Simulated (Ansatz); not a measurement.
# N started on an O site and an O vacancy in perovskite LaGaO3, 9 atoms, charge −1

Aim: a base single point, then the same cell under other settings, to see what each one moves.

Method: density functional theory in Ansatz 0.2.0, PAW datasets, plane waves.

## 1. The system as built

9 atoms (2 La, 2 Ga, 4 O, 1 N); a = 7.729 Å, b = 3.865 Å, c = 3.865 Å, α = 90.00°, β = 90.00°, γ = 90.00°. All atoms were shaken off their sites by about 0.02 Å along each axis. Defect site 1: (0.500, 0.500, 0.500). Defect site 2: (0.250, 0.500, 0.000).

## 2. PBEsol single point

in.yaml reads:

```yaml
crystal:
  lattice:
    - [7.729308, 0.000000, 0.000000]
    - [0.000000, 3.864654, 0.000000]
    - [0.000000, 0.000000, 3.864654]
  atoms:
    - { symbol: La, position: [0.004885, 0.997838, 0.005266] }
    - { symbol: La, position: [0.498054, 0.997655, 0.004947] }
    - { symbol: Ga, position: [0.249961, 0.500589, 0.509045] }
    - { symbol: Ga, position: [0.749472, 0.499373, 0.494111] }
    - { symbol: O, position: [0.747832, 0.492383, 0.992644] }
    - { symbol: O, position: [0.001229, 0.510272, 0.493327] }
    - { symbol: O, position: [0.246042, 0.987001, 0.498283] }
    - { symbol: O, position: [0.748434, 0.003672, 0.504642] }
    - { symbol: N, position: [0.499710, 0.500614, 0.492268] }
kpoints:
  mp_grid: { grid: [2, 2, 2], shift: [0.5, 0.5, 0.5] }
hamiltonian:
  xc: pbesol
total_charge: -1
scf:
  occupations: { method: fermi_dirac, width: 0.01 }
output:
  forces: true
  eigenvalues: true
  populations: true
  charged_corrections: { epsilon: 27 }
```

Started as:

```
$ ansatz run in.yaml --threads 8 --pin off --max-ram 13300MiB --runs-dir r --events-out ev --progress --plain
```

## 3. Changed settings: charge changed by 2, smearing width 0.5 eV, xc grid 1

Changes to in.yaml since step 2:

```diff
@@ -17,7 +17,9 @@
   mp_grid: { grid: [2, 2, 2], shift: [0.5, 0.5, 0.5] }
+basis: { xc_grid: 1 }
 hamiltonian:
   xc: pbesol
-total_charge: -1
+total_charge: 1
 scf:
-  occupations: { method: fermi_dirac, width: 0.01 }
+  occupations: { method: fermi_dirac, width: 0.5 }
+  max_iter: 90
 output:
@@ -25,3 +27,2 @@
   eigenvalues: true
-  populations: true
-  charged_corrections: { epsilon: 27 }
+  stress: true
```

## 4. Changed settings: mixer broyden

Changes to in.yaml since step 3:

```diff
@@ -17,9 +17,9 @@
   mp_grid: { grid: [2, 2, 2], shift: [0.5, 0.5, 0.5] }
-basis: { xc_grid: 1 }
 hamiltonian:
   xc: pbesol
-total_charge: 1
+total_charge: -1
 scf:
-  occupations: { method: fermi_dirac, width: 0.5 }
-  max_iter: 90
+  occupations: { method: fermi_dirac, width: 0.01 }
+  max_iter: 80
+  mixing: { algorithm: broyden }
 output:
@@ -28 +28,5 @@
   stress: true
+  write_density: true
+  write_potential: true
+  elf: true
+  volumetric_format: npy
```

## 5. Changed settings: cutoff 300 eV, smearing width 0.2 eV

Changes to in.yaml since step 4:

```diff
@@ -17,2 +17,3 @@
   mp_grid: { grid: [2, 2, 2], shift: [0.5, 0.5, 0.5] }
+basis: { ecutwfc: 300 }
 hamiltonian:
@@ -21,5 +22,4 @@
 scf:
-  occupations: { method: fermi_dirac, width: 0.01 }
-  max_iter: 80
-  mixing: { algorithm: broyden }
+  occupations: { method: fermi_dirac, width: 0.2 }
+  max_iter: 50
 output:
@@ -28,5 +28 @@
   stress: true
-  write_density: true
-  write_potential: true
-  elf: true
-  volumetric_format: npy
```

## 6. Run again with 60 extra bands, mixer linear

Changes to in.yaml since step 5:

```diff
@@ -17,3 +17,2 @@
   mp_grid: { grid: [2, 2, 2], shift: [0.5, 0.5, 0.5] }
-basis: { ecutwfc: 300 }
 hamiltonian:
@@ -22,4 +21,6 @@
 scf:
-  occupations: { method: fermi_dirac, width: 0.2 }
-  max_iter: 50
+  occupations: { method: fermi_dirac, width: 0.01 }
+  max_iter: 90
+  n_extra_bands: 60
+  mixing: { algorithm: linear }
 output:
```

Q: Predict the outcome of this session. Wanted: for each run, settings; status; energy from base; forces from base.

**Answer**, as computed:

| settings | status | cycles | time | energy from base (meV/atom) | forces from base (eV/Å rms) | filled to empty level on the mesh (eV) |
| --- | --- | --- | --- | --- | --- | --- |
| base | converged | 10 | 1.6 s (8 CPU threads) | 0 | 0 | 1.60 |
| charge changed by 2, smearing width 0.5 eV, xc grid 1 | converged, settings too loose | 10 | 1.4 s (8 CPU threads) | - | 0.784 | - |
| mixer broyden | converged | 10 | 1.8 s (8 CPU threads) | 0.0 | 0.000 | 1.60 |
| cutoff 300 eV, smearing width 0.2 eV | converged, settings too loose | 10 | 1.2 s (8 CPU threads) | +256.8 | 0.033 | 1.64 |
| 60 extra bands, mixer linear | refused | - | 0.1 s (8 CPU threads) | - | - | - |

**Reading.** Among these variants the forces move most with charge changed by 2, smearing width 0.5 eV, xc grid 1 (0.784 eV/Å rms) and least with mixer broyden (0.000). 1 of 4 variants gave no result: 60 extra bands, mixer linear (refused).
